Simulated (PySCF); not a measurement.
# The bond of TiSe, level by level

Aim: find the lowest electronic state of TiSe, scan its bond at several levels of theory, and get bond length, wavenumber and dissociation energy from each curve.

Program: PySCF 2.14.0. Level of theory: Ti x2c-TZVPPall, Se x2c-TZVPPall, spin-free X2C with a Gaussian nucleus. These are calculated values, not measurements.

2 further runs of the same task are left out: 2 that didn't finish.

### 1 Set-up

A driver script around PySCF takes these settings:

```
atoms                         : Ti, Se
charge                        : 0
basis                         : Ti x2c-TZVPPall, Se x2c-TZVPPall
Hamiltonian                   : spin-free X2C with a Gaussian nucleus
basis functions               : 112
electrons treated             : 56
masses in u                   : 47.9479, 79.9165
levels                        : PBE0, PBE, r²SCAN, LDA, B97-3, PW91, ωB97M-V, HF, MP2, SCS-MP2
grid                          : 80 radial by 434 angular points
occupations                   : held fixed by the projection of orbital angular momentum
dissociation limit            : Ti + Se, each in its ground configuration
starting distance in angstrom : 2.380
values of 2S to try           : 0, 2, 4, 6
```

Started as:

```bash
$ OMP_NUM_THREADS=2 python dia.py task.json out
```

After this run come: First curve: PBE0; Higher solutions at PBE0; PBE (GGA); r²SCAN (meta-GGA); LDA (local density); B97-3; PW91; ωB97M-V; ROHF.

**Question.** What will these runs give? Wanted: for each run, Re; ωe; De; μ.

The runs gave:

Lowest PBE0 solution found, without spin–orbit coupling: ³Δ (triplet), unpaired electrons σ ↑, δ ↑. State 2 has its PBE0 minimum 0.52 eV higher, as a spin-mixed determinant (⟨S²⟩ = 1.01), so this is no gap between pure states. The other levels ran on the lowest alone.

| level | Re (Å) | ωe (cm⁻¹) | De (eV) | μ (D) |
| --- | --- | --- | --- | --- |
| ROHF | 2.302 | 363 | 1.38 | -9.87 |
| LDA | 2.178 | 432 | 5.99 | -4.48 |
| PBE | 2.213 | 412 | 5.13 | -4.74 |
| PW91 | 2.211 | 413 | 5.19 | -4.73 |
| r²SCAN | 2.207 | 421 | 4.97 | -5.43 |
| PBE0 | 2.201 | 427 | 4.29 | -5.84 |
| B97-3 | 2.217 | 417 | 3.91 | -5.82 |
| ωB97M-V | 2.198 | 433 | 3.65 | -6.70 |

De is counted to Ti + Se in their ground configurations. A positive dipole means Ti(−)Se(+). No constants: ROHF-MP2 (the points don't follow one smooth fit); ROHF-SCS-MP2 (the points don't follow one smooth fit).

The methods spread over 0.123 Å in bond length, from LDA to ROHF. Among the levels with a De in the table, it runs from 1.38 eV (ROHF) to 5.99 eV (LDA).

Correlated steps freeze 14 core orbitals. With d or f electrons several states lie close, and the lowest PBE0 determinant need not be the measured ground state.
